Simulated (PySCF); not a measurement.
# C3H5BF2Se: runs on many settings

Which settings matter for C3H5BF2Se (`FB(F)[C@@H]1CC[Se]1`), and how do bad ones show?

The runs use PySCF 2.14.0, with density-fitted response routines of our own; the level of theory stands in each step. All values are computed, except where a source is named. Atoms count from 0, in the outputs and in this text.

### Step 1. The molecule as given

12 atoms, charge 0, multiplicity 1; geometry from: GFN2-xTB.

Bonds of the start (Å): F0–B1 1.32, B1–F2 1.32, B1–C3 1.56, C3–C4 1.54, C4–C5 1.53, C5–Se6 1.99, Se6–C3 2.03, C3–H7 1.09, C4–H8 1.09, C4–H9 1.09, C5–H10 1.09, C5–H11 1.09.

### Step 2. NMR shieldings: PBE0/pcSseg-1

The job: settings as JSON, then the geometry in Å.

```
{"job": {"kind": "nmr", "xc": "PBE0", "basis": "pcSseg-1"}, "charge": 0, "multiplicity": 1}
F      3.028207     0.188366    -0.562437
B      1.886736    -0.255123    -0.074096
F      1.903262    -1.520349     0.295899
C      0.596987     0.624180    -0.024177
C     -0.631670     0.097606     0.736594
C     -1.560840    -0.259207    -0.425692
Se    -0.301343     0.368222    -1.831619
H      0.777231     1.690612     0.110004
H     -0.385545    -0.771901     1.346049
H     -1.056695     0.860821     1.387149
H     -1.761061    -1.323295    -0.530279
H     -2.494071     0.299382    -0.453422
```

Level: GIAO PBE0/pcSseg-1 NMR shielding, non-relativistic, gas phase.

Started as:

```
$ OMP_NUM_THREADS=1 python probes_run.py task.json out
```

This one command runs all jobs of the session in turn.

The program printed:

```text
coarse grid: 51016 points
cycle   1  E = -2742.5208515467  dE = -2.095e-01  |g| = 8.898e-01  |ddm| = 3.349e+00
cycle   2  E = -2742.4779170415  dE =  4.293e-02  |g| = 9.335e-01  |ddm| = 7.665e-01
cycle   3  E = -2742.5870910145  dE = -1.092e-01  |g| = 1.666e-01  |ddm| = 5.264e-01
cycle   4  E = -2742.5911396238  dE = -4.049e-03  |g| = 3.114e-02  |ddm| = 1.081e-01
cycle   5  E = -2742.5912649186  dE = -1.253e-04  |g| = 9.999e-03  |ddm| = 2.653e-02
cycle   6  E = -2742.5912902843  dE = -2.537e-05  |g| = 1.717e-03  |ddm| = 9.805e-03
cycle   7  E = -2742.5912909125  dE = -6.282e-07  |g| = 5.464e-04  |ddm| = 1.962e-03
final grid: 107976 points
cycle   8  E = -2742.5912634328  dE =  3.287e-08  |g| = 7.613e-04  |ddm| = 1.503e-03
cycle   9  E = -2742.5912632554  dE =  1.774e-07  |g| = 1.153e-03  |ddm| = 1.557e-03
cycle  10  E = -2742.5912635693  dE = -3.139e-07  |g| = 1.046e-04  |ddm| = 9.812e-04
cycle  11  E = -2742.5912635715  dE = -2.220e-09  |g| = 1.174e-05  |ddm| = 8.948e-05
cycle  12  E = -2742.5912635716  dE = -2.774e-11  |g| = 3.919e-06  |ddm| = 1.098e-05
converged SCF energy = -2742.5912635716

GIAO shielding tensors (ppm)
atom      isotropic    diamagn.    paramagn.     s11        s22        s33       span
  0 F      259.578     465.699    -206.121    115.709    294.294    368.731    253.023
  1 B       74.570     192.011    -117.441     52.495     81.409     89.804     37.309
  2 F      264.390     468.807    -204.417    115.304    296.498    381.368    266.064
  3 C      168.963     252.092     -83.129    147.396    159.253    200.241     52.845
  4 C      160.980     247.294     -86.314    132.328    171.031    179.581     47.253
  5 C      164.382     246.859     -82.477    148.891    154.032    190.222     41.332
  6 Se    1444.020    2998.589   -1554.570    686.318   1143.924   2501.817   1815.499
  7 H       28.152      30.512      -2.360     24.363     26.380     33.714      9.351
  8 H       28.742      30.117      -1.375     24.597     27.179     34.450      9.853
  9 H       28.763      29.733      -0.970     24.797     26.343     35.148     10.351
 10 H       28.202      29.006      -0.804     24.255     25.751     34.600     10.345
 11 H       28.393      28.930      -0.537     24.097     25.880     35.202     11.105
```

Wall time 23 s (1 thread of Arm Neoverse V2, shared host); peak memory 0.74 GiB.

The references, computed at this level on geometries of the same kind, shield at (ppm): 1H TMS 31.72, 13C TMS 186.9, 19F CFCl3 170.9, 11B BF3·OEt2 100.1, 77Se Me2Se 1758. Their shielding less the atom's gives the shift. The references are single molecules in the gas phase, so shifts against H2O, NH3, PH3, H3PO4 or CFCl3 are not on the usual liquid scales and can be off by tens of ppm. Atoms listed in one row are averaged.

| atoms | environment | σ (ppm) | δ (ppm) |
| --- | --- | --- | --- |
| C4 | sp3 CH2 in a ring | 161.0 | 25.9 |
| C5 | sp3 CH2 bonded to Se | 164.4 | 22.5 |
| C3 | sp3 CH bonded to B and Se | 169.0 | 18.0 |
| H7 | hydrogen on an sp3 CH bonded to B and Se | 28.15 | 3.56 |
| H10 | hydrogen on an sp3 CH2 bonded to Se | 28.20 | 3.52 |
| H11 | hydrogen on an sp3 CH2 bonded to Se | 28.39 | 3.32 |
| H8 | hydrogen on an sp3 CH2 in a ring | 28.74 | 2.97 |
| H9 | hydrogen on an sp3 CH2 in a ring | 28.76 | 2.95 |
| F0, F2 | fluorine bonded to B | 262.0 | -91.0 |
| B1 | boron bonded to C, 2 F | 74.6 | 25.5 |
| Se6 | selenium bonded to 2 C, in a 4-membered ring | 1444 | 314 |

Charges from the same density, by scheme (e):

| atoms | Mulliken | IAO | Hirshfeld | ESP fit |
| --- | --- | --- | --- | --- |
| F0, F2 | -0.29 | -0.32 | -0.14 | -0.27 |
| B1 | 0.84 | 0.71 | 0.28 | 0.60 |
| C3 | -0.49 | -0.37 | -0.11 | -0.05 |
| C4 | -0.17 | -0.25 | -0.07 | -0.47 |
| C5 | -0.22 | -0.35 | -0.08 | 0.02 |
| Se6 | -0.13 | 0.11 | 0.04 | -0.15 |

Mayer bond orders: F0–B1 1.12, B1–F2 1.11, B1–C3 0.89, C3–C4 0.98, C4–C5 1.01, C5–Se6 1.03, Se6–C3 1.02.

Ring of atoms C3, C4, C5, Se6: NICS(0) 0.2, NICS(1) 1.9, NICS(1)zz 10.9 ppm (means of both faces).

In rings of three or four atoms NICS is ruled by the nearby σ bonds, so it says little on aromaticity.

Orbitals, density, ELF and potential are computed afterwards from the orbital file.

Frontier orbitals at PBE0/pcSseg-1, with the share of their density that lies nearest to each atom:

| orbital | energy (eV) | lies on |
| --- | --- | --- |
| HOMO | -6.48 | Se6 80 % |
| LUMO | -1.30 | Se6 48 %; C3 17 %; B1 12 % |

ELF in a plane through or near 5 of the atoms.

Ten even steps from ' ' (0.00) to '@' (1.00):
```
                                                        
                                                        
                                                        
                            ..::::..                    
                          ..--====::                    
                        ....==++==::                    
          ::==--    ..::--======--..  ..====            
        ::**%%##::  ::==**##++--::::==%%@@@@==          
      ..==%%##%%++::**######==..==++%%@@@@@@##          
      ::++%%::##**..%%%%**++..--++::++@@@@@@##          
      ::==##%%##::----##==::..====--::##%%##::          
      ..::==::..::::--::      ::****##**::..            
              ::##%%##==        ++%%@@%%--              
            ::**%%++%%##..      ::##@@%%--              
            --**%%%%%%**::        --**++..              
            ..--++**++--..                              
                ......                                  
                                                        
                                                        
                                                        
```
The map spans 11.3 Å across and 8.3 Å up, centred on the molecule. Atoms in the plane (x, y in Å): F0 (-3.0, 0.3), B1 (-1.9, -0.2), F2 (-1.9, -1.6), C5 (1.6, -0.1), H11 (2.5, 0.5).

On the surface of density 0.002 e/bohr³ the electrostatic potential runs, from the 1st to the 99th percentile, from -0.84 V near F0 to 1.60 V near B1.

### Step 3. Excited states and response: PBE0/def2-SVPD

Settings changed since step 2:

```diff
@@ -1,2 +1,2 @@
-{"job": {"kind": "nmr", "xc": "PBE0", "basis": "pcSseg-1"}, "charge": 0, "multiplicity": 1}
+{"job": {"kind": "uv", "xc": "PBE0", "basis": "def2-SVPD", "nstates": 6, "ntriplets": 2}, "charge": 0, "multiplicity": 1}
 F      3.028207     0.188366    -0.562437
```

With the program's defaults for keys left out, this is: TDDFT PBE0/def2-SVPD, vertical, gas phase, core orbitals frozen in the response.

The program printed:

```text
coarse grid: 51016 points
cycle   1  E = -2742.2941393658  dE = -1.414e-01  |g| = 5.712e-01  |ddm| = 5.110e+00
cycle   2  E = -2742.2525370978  dE =  4.160e-02  |g| = 7.865e-01  |ddm| = 1.319e+00
cycle   3  E = -2742.3510160350  dE = -9.848e-02  |g| = 4.851e-02  |ddm| = 6.230e-01
cycle   4  E = -2742.3514223920  dE = -4.064e-04  |g| = 2.124e-02  |ddm| = 9.866e-02
cycle   5  E = -2742.3515229053  dE = -1.005e-04  |g| = 7.742e-03  |ddm| = 4.117e-02
cycle   6  E = -2742.3515388283  dE = -1.592e-05  |g| = 2.006e-03  |ddm| = 1.671e-02
cycle   7  E = -2742.3515399844  dE = -1.156e-06  |g| = 4.950e-04  |ddm| = 3.852e-03
final grid: 107976 points
cycle   8  E = -2742.3515269596  dE = -5.087e-09  |g| = 6.864e-04  |ddm| = 6.422e-03
cycle   9  E = -2742.3515268099  dE =  1.498e-07  |g| = 1.027e-03  |ddm| = 2.430e-03
cycle  10  E = -2742.3515270632  dE = -2.534e-07  |g| = 8.326e-05  |ddm| = 1.471e-03
cycle  11  E = -2742.3515270650  dE = -1.804e-09  |g| = 8.069e-06  |ddm| = 1.368e-04
cycle  12  E = -2742.3515270650  dE = -2.728e-11  |g| = 5.225e-06  |ddm| = 2.349e-05
converged SCF energy = -2742.3515270650

Static polarisability (au): isotropic 73.906, principal 62.759 77.172 81.788

Singlet excitations
state   eV       nm        f      main configurations
  1   3.4751    356.8   0.00204   H->L 0.98
  2   4.9134    252.3   0.02153   H->L+1 0.97
  3   5.7681    214.9   0.02460   H->L+2 0.94
  4   5.8579    211.7   0.04685   H-1->L 0.87
  5   6.1998    200.0   0.02278   H->L+3 0.93
  6   6.5149    190.3   0.04438   H-2->L 0.59, H->L+4 0.33

Triplet excitations (Tamm-Dancoff, eV): 2.9469 4.4309
```

It took 32 s on 1 thread of Arm Neoverse V2, shared host; peak memory 0.94 GiB.

Frontier orbitals and where they lie:

| orbital | eV | atoms |
| --- | --- | --- |
| HOMO−3 | -10.23 | C4 26 %, C3 14 %, H9 12 % |
| HOMO−2 | -9.15 | Se6 25 %, C3 23 %, C5 23 % |
| HOMO−1 | -8.58 | Se6 47 %, C3 16 %, C4 15 % |
| HOMO | -6.49 | Se6 72 %, C3 9 %, C5 9 % |
| LUMO | -1.43 | Se6 50 %, C3 18 %, B1 11 % |
| LUMO+1 | -0.23 | Se6 39 %, C5 17 %, B1 13 % |
| LUMO+2 | 0.35 | B1 25 %, Se6 21 %, C4 10 % |

With each of the 6 states as a Gaussian band of 0.4 eV half-width at 1/e, the curve within the window shown has maxima at 357 nm (ε 83), 251 nm (ε 890), 209 nm (ε 3,500) L/(mol cm). Beyond the last state computed it falls off for lack of states. The curve at chosen wavelengths:

nm, ε (L/mol/cm) and a bar:
```
      182       1118 ##########
      192       2615 #######################
      202       3222 ############################
      212       3398 ##############################
      222       2156 ###################
      232        976 #########
      242        801 #######
      252        891 ########
      262        714 ######
      272        399 ###
      282        166 #
      292         56 
      302         22 
      311         20 
      321         33 
      331         52 
      341         70 #
      351         81 #
      361         82 #
      371         74 #
      381         61 
      391         46 
      401         33 
      411         22 
      421         14 
      431          9
```

Leading natural transition orbitals of singlet state 4: the hole lies on Se6 41 %; C5 18 %; C3, C4 about 12 % each; the particle on Se6 46 %; C3 15 %; B1 10 %.

Leading natural transition orbitals of singlet state 1: the hole lies on Se6 80 %; the particle on Se6 50 %; C3 16 %; B1 8 %.

Further results of this job:

| property | computed |
| --- | --- |
| dipole moment (D) | 2.85 |
| polarisability (Å³) | 10.95 |
| HOMO–LUMO gap (eV) | 5.06 |
| −ε(HOMO) (eV) | 6.49 |

### Step 4. J couplings: CAM-B3LYP/def2-SVP

Settings changed since step 3:

```diff
@@ -1,2 +1,2 @@
-{"job": {"kind": "uv", "xc": "PBE0", "basis": "def2-SVPD", "nstates": 6, "ntriplets": 2}, "charge": 0, "multiplicity": 1}
+{"job": {"kind": "j", "xc": "CAM-B3LYP", "basis": "def2-SVP"}, "charge": 0, "multiplicity": 1}
 F      3.028207     0.188366    -0.562437
```

Method: CAM-B3LYP/def2-SVP indirect spin-spin coupling, non-relativistic, gas phase.

The program printed:

```text
coarse grid: 51016 points
cycle   1  E = -2742.8811048186  dE =  1.685e-02  |g| = 6.687e-01  |ddm| = 3.824e+00
cycle   2  E = -2742.8637582129  dE =  1.735e-02  |g| = 8.052e-01  |ddm| = 1.085e+00
cycle   3  E = -2742.9649782943  dE = -1.012e-01  |g| = 4.725e-02  |ddm| = 5.405e-01
cycle   4  E = -2742.9653817707  dE = -4.035e-04  |g| = 2.245e-02  |ddm| = 6.008e-02
cycle   5  E = -2742.9654849551  dE = -1.032e-04  |g| = 7.590e-03  |ddm| = 2.856e-02
cycle   6  E = -2742.9655019005  dE = -1.695e-05  |g| = 1.304e-03  |ddm| = 1.054e-02
cycle   7  E = -2742.9655024585  dE = -5.580e-07  |g| = 5.385e-04  |ddm| = 2.555e-03
final grid: 107976 points
cycle   8  E = -2742.9654735257  dE = -4.642e-08  |g| = 5.596e-04  |ddm| = 1.553e-03
cycle   9  E = -2742.9654735170  dE =  8.763e-09  |g| = 6.148e-04  |ddm| = 1.071e-03
cycle  10  E = -2742.9654736009  dE = -8.393e-08  |g| = 4.405e-05  |ddm| = 5.494e-04
cycle  11  E = -2742.9654736017  dE = -7.731e-10  |g| = 1.618e-05  |ddm| = 7.752e-05
converged SCF energy = -2742.9654736017

Indirect spin-spin couplings (Hz)
  i      j    bonds     total        FC       PSO       DSO        SD
  0 F    1 B    1    -51.580   -11.407   -40.918     1.253    -0.508
  0 F    2 F    2    112.897   323.772  -213.702    -0.552     3.378
  0 F    3 C    2     71.538    74.364    -3.548     0.170     0.552
  0 F    4 C    3     11.273    11.505    -0.146    -0.203     0.117
  0 F    5 C    4     -0.877    -1.024     0.567    -0.293    -0.127
  0 F    7 H    3     -0.479    -0.173    -0.631     0.357    -0.032
  0 F    8 H    4     -0.859    -0.146     0.190    -0.834    -0.069
  0 F    9 H    4      1.230     1.388     0.810    -0.993     0.025
  0 F   11 H    5     -0.283     0.346     0.734    -1.381     0.018
  1 B    2 F    1    -34.865     5.306   -40.954     1.281    -0.497
  1 B    3 C    1    167.840   168.042    -1.159     0.513     0.444
  1 B    4 C    2     -3.053    -3.047    -0.099     0.117    -0.024
  1 B    5 C    3      2.400     2.391     0.017     0.008    -0.017
  1 B    7 H    2     -3.996    -4.223    -0.182     0.349     0.060
  1 B    8 H    3      6.589     6.410    -0.309     0.485     0.003
  1 B    9 H    3      4.713     4.681     0.183    -0.151    -0.000
  1 B   10 H    4     -0.366    -0.330    -0.011    -0.012    -0.013
  1 B   11 H    4     -0.424    -0.234     0.219    -0.410     0.000
  2 F    3 C    2     70.434    72.568    -3.017     0.171     0.711
  2 F    4 C    3      5.165     5.635    -0.628     0.167    -0.009
  2 F    5 C    4     -0.576    -0.571     0.002     0.020    -0.026
  2 F    7 H    3     13.978    14.614     0.608    -1.349     0.105
  2 F    8 H    4      0.535     0.493    -1.298     1.549    -0.209
  2 F    9 H    4     -0.313    -0.022     0.585    -0.858    -0.017
  2 F   10 H    5      0.503     0.286    -0.151     0.416    -0.049
  2 F   11 H    5     -0.258     0.190     0.695    -1.114    -0.030
  3 C    4 C    1     82.296    81.117     0.847     0.332         -
  3 C    5 C    2    -14.621   -14.546    -0.185     0.110         -
  3 C    7 H    1    188.592   187.161     0.031     1.401         -
  3 C    8 H    2     -5.149    -5.565     0.242     0.175         -
  3 C    9 H    2     -6.020    -6.390     0.232     0.138         -
  3 C   10 H    3      2.336     2.377     0.146    -0.186         -
  3 C   11 H    3      2.861     2.939     0.148    -0.226         -
  4 C    5 C    1     86.924    85.797     0.825     0.303         -
  4 C    7 H    2     -5.028    -5.398     0.298     0.071         -
  4 C    8 H    1    168.644   167.093     0.461     1.091         -
  4 C    9 H    1    171.992   170.434     0.517     1.042         -
  4 C   10 H    2     -5.190    -5.515     0.312     0.013         -
  4 C   11 H    2     -5.324    -5.642     0.326    -0.008         -
  5 C    7 H    3      2.789     2.864     0.140    -0.215         -
  5 C    8 H    2     -6.105    -6.477     0.293     0.080         -
  5 C    9 H    2     -6.347    -6.707     0.315     0.044         -
  5 C   10 H    1    188.964   187.654     0.134     1.176         -
  5 C   11 H    1    189.262   187.960     0.140     1.162         -
  7 H    8 H    3      4.207     4.498     1.374    -1.665         -
  7 H    9 H    3      8.417     7.658    -0.191     0.950         -
  7 H   10 H    4     -1.191    -0.290     1.292    -2.193         -
  7 H   11 H    4     -0.752    -0.463     0.568    -0.856         -
  8 H    9 H    2    -11.538   -11.497     1.712    -1.753         -
  8 H   10 H    3      8.618     7.898    -0.152     0.872         -
  8 H   11 H    3      3.889     4.212     1.388    -1.711         -
  9 H   10 H    3      4.536     4.914     1.480    -1.858         -
  9 H   11 H    3      8.853     8.203    -0.029     0.679         -
 10 H   11 H    2     -8.820    -9.095     1.943    -1.668         -
```

It took 32 s on 1 thread of Arm Neoverse V2, shared host; peak memory 0.88 GiB.

The basis is not made for couplings: without tight functions at the nuclei these values are rough.

A choice of the couplings up to four bonds, sorted by the number of bonds, with means over like pairs; isotopes 11B, 13C, 19F, 1H:

| pair | bonds | J (Hz) | Fermi contact (Hz) | dihedral (°) |
| --- | --- | --- | --- | --- |
| C5–H11 | 1 | 189.3 | 188.0 | – |
| C5–H10 | 1 | 189.0 | 187.7 | – |
| C3–H7 | 1 | 188.6 | 187.2 | – |
| C4–H9 | 1 | 172.0 | 170.4 | – |
| C4–H8 | 1 | 168.6 | 167.1 | – |
| B1–C3 | 1 | 167.8 | 168.0 | – |
| C4–C5 | 1 | 86.9 | 85.8 | – |
| C3–C4 | 1 | 82.3 | 81.1 | – |
| F0–B1 | 1 | -43.2 | -3.1 | – |
| F0–F2 | 2 | 112.9 | 323.8 | – |
| F0–C3 | 2 | 71.0 | 73.5 | – |
| C3–C5 | 2 | -14.6 | -14.5 | – |
| H8–H9 | 2 | -11.5 | -11.5 | – |
| H10–H11 | 2 | -8.8 | -9.1 | – |
| C5–H9 | 2 | -6.3 | -6.7 | – |
| C5–H8 | 2 | -6.1 | -6.5 | – |
| C3–H9 | 2 | -6.0 | -6.4 | – |
| C4–H11 | 2 | -5.3 | -5.6 | – |
| H9–H11 | 3 | 8.9 | 8.2 | 1 |
| H8–H10 | 3 | 8.6 | 7.9 | -5 |
| H7–H9 | 3 | 8.4 | 7.7 | -7 |
| F0–C4 | 3 | 8.2 | 8.6 | – |
| F0–H7 | 3 | 6.7 | 7.2 | – |
| B1–H8 | 3 | 6.6 | 6.4 | 12 |
| B1–H9 | 3 | 4.7 | 4.7 | 133 |
| H9–H10 | 3 | 4.5 | 4.9 | -128 |
| H7–H8 | 3 | 4.2 | 4.5 | -128 |
| H7–H10 | 4 | -1.2 | -0.3 | – |

The spin-dipole term was solved for some atoms only; pairs without it lack that part.

The response was solved for the nuclei of B, C, F, H alone, so couplings that need other nuclei can be missing.

Quadrupole couplings from the field gradients of the same density:

| atom | isotope | eQq/h (MHz) | η |
| --- | --- | --- | --- |
| B1 | 11B | 3.183 | 0.68 |

Joined with the shifts from before (PBE0/pcSseg-1, unscaled), the couplings predict the line list below for 600 MHz. Couplings to quadrupolar nuclei are left out.

1H NMR δ 3.56 (m, 1H), 3.52 (m, 1H), 3.32 (m, 1H), 2.97 (m, 1H), 2.95 (m, 1H).

### Step 5. NMR shieldings: HF/Sadlej pVTZ

Settings changed since step 4:

```diff
@@ -1,2 +1,2 @@
-{"job": {"kind": "j", "xc": "CAM-B3LYP", "basis": "def2-SVP"}, "charge": 0, "multiplicity": 1}
+{"job": {"kind": "nmr", "xc": "HF", "basis": "Sadlej pVTZ", "pop": false, "scf": {"guess": "1e", "max_cycle": 70}}, "charge": 0, "multiplicity": 1}
 F      3.028207     0.188366    -0.562437
```

Method: HF/Sadlej pVTZ.

The program printed:

```text
KeyError: 'Element b (Z=5) not found in basis Sadlej pVTZ version 1'
```

It took 0.01 s on 1 thread of Arm Neoverse V2, shared host.

Why it failed: The basis Sadlej pVTZ has no functions for an element of the molecule, so the input was refused before any integral. Cure: choose a basis that covers all elements.

[end of part 1 of 2]
